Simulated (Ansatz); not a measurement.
Crystal: CoSi.

```xyz
8
Lattice="4.4380 0.0000 0.0000 0.0000 4.4380 0.0000 0.0000 0.0000 4.4380" Properties=species:S:1:pos:R:3 pbc="T T T"
Co    3.8167    2.8403    1.5977
Co    2.8403    1.5977    3.8167
Co    1.5977    3.8167    2.8403
Co    0.6213    0.6213    0.6213
Si    0.6968    1.5222    2.9158
Si    1.5222    2.9158    0.6968
Si    2.9158    0.6968    1.5222
Si    3.7412    3.7412    3.7412
```

Base run:

```yaml
Program: Ansatz 0.2.0
Functional: PBEsol
Potentials_or_basis: Ansatz PAW
Cutoff: "420 eV (not typed: the program's choice for these potentials)"
k_mesh: 5 × 5 × 5
Occupations: fermi-dirac, width 0.05 eV
Spin: collinear spin, ferromagnetic start
Starting_moments: "[4.0, 4.0, 4.0, 4.0, 0.0, 0.0, 0.0, 0.0] μB"
Fixed_moment: 16 μB
```

Its results: pressure 61.1 GPa; site moments Co +2.72; Si +0.50 μB; largest force 1.114 eV/Å.

Q: The run is repeated on the same cell with these changes: fixed moment from 16 μB to 6 μB; moments at the start from [4.0, 4.0, 4.0, 4.0, 0.0, 0.0, 0.0, 0.0] to [1.5, 1.5, 1.5, 1.5, 0.0, 0.0, 0.0, 0.0]. What comes out?

A: Pressure 8.1 GPa; site moments Co +1.35; Si +0.07 μB; largest force 0.241 eV/Å.

Caveats: the total moment is fixed, so each spin has its own Fermi level; the PAW data sets come from PBE, with cores solved anew for the run's functional, which leaves a small shift of forces and pressure; the thresholds are loose for stress; a pressure of tens of GPa on the cell as given is suspect, and the run, the potentials or the cell itself is likely at fault (some runs); forces of over 1 eV/Å show positions far from the minimum, so gaps and moduli don't describe the material at rest (some runs).
